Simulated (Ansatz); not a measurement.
# C2H5BS: basis-set convergence

One table from this session's results is given with a row withheld; the runs are named, their logs left out.

Method: one geometry, several basis sets; program: Ansatz 0.2.0, Gaussian basis.

Plan: PBE0-D4/def2-SVP; ωB97M-V/def2-SVP; PBE0-D4/def2-QZVPP; ωB97M-V/def2-QZVPP; the functionals' def2-TZVPP values are taken from earlier runs.

1 further run of the same task is left out (it didn't finish).

## The geometry

All runs share one geometry, relaxed beforehand with PBE0-D4 in a triple-zeta def2 set.

SMILES `B1CSC1`, 9 atoms, charge 0, spin multiplicity 1.

Atoms are counted from 1 here; the program's logs count them from 0.

Bond lengths: B1–C2 1.570 Å, B1–C4 1.570 Å, B1–H5 1.198 Å, C2–S3 1.830 Å, C2–H6 1.094 Å, C2–H7 1.094 Å, S3–C4 1.830 Å, C4–H8 1.094 Å, C4–H9 1.094 Å. Angles: C2–B1–C4 99.5°, C2–B1–H5 130.2°, C4–B1–H5 130.2°, B1–C2–S3 89.3°, B1–C2–H6 115.6°, B1–C2–H7 115.7°, S3–C2–H6 114.0°, S3–C2–H7 113.9°, H6–C2–H7 107.7°, C2–S3–C4 81.8°, B1–C4–S3 89.3°, B1–C4–H8 115.6°, B1–C4–H9 115.7°, S3–C4–H8 114.0°, S3–C4–H9 113.9°, H8–C4–H9 107.7°.

The first run:

Input file in.yaml:

```yaml
crystal:
  periodic: [false, false, false]
  atoms:
    - {symbol: B, position_ang: [-0.398111, 0.508221, -0.454724]}
    - {symbol: C, position_ang: [1.130607, 0.462986, -0.098004]}
    - {symbol: S, position_ang: [0.830828, -1.041577, 0.900370]}
    - {symbol: C, position_ang: [-0.888400, -0.752867, 0.342489]}
    - {symbol: H, position_ang: [-1.010114, 1.276144, -1.140216]}
    - {symbol: H, position_ang: [1.809612, 0.309103, -0.942322]}
    - {symbol: H, position_ang: [1.507683, 1.311385, 0.481264]}
    - {symbol: H, position_ang: [-1.302212, -1.564832, -0.263375]}
    - {symbol: H, position_ang: [-1.591394, -0.554862, 1.157420]}
basis:
  gaussian: {orbitals: def2-SVP}
hamiltonian: {xc: pbe0, dispersion: d4}
output: {orbitals: {seedname: orbitals}}
```

Among the steps run: PBE0-D4 in def2-SVP; ωB97M-V in def2-SVP; PBE0-D4 in def2-QZVPP; ωB97M-V in def2-QZVPP.

One table of the session follows, with a row left open; its other results are not shown here.

It belongs to the step «Functionals by basis». 

```
functional       basis  HOMO (eV)
   PBE0-D4    def2-SVP      -6.24
   PBE0-D4  def2-TZVPP      -6.38
   PBE0-D4  def2-QZVPP      -6.42
   ωB97M-V    def2-SVP      -8.45
   ωB97M-V  def2-TZVPP          ?
   ωB97M-V  def2-QZVPP      -8.64
```

Estimate the missing values for ωB97M-V, def2-TZVPP.

**Answer.** HOMO (eV): -8.60. In the column «HOMO (eV)» it lies between ωB97M-V, def2-QZVPP (-8.64) and ωB97M-V, def2-SVP (-8.45).
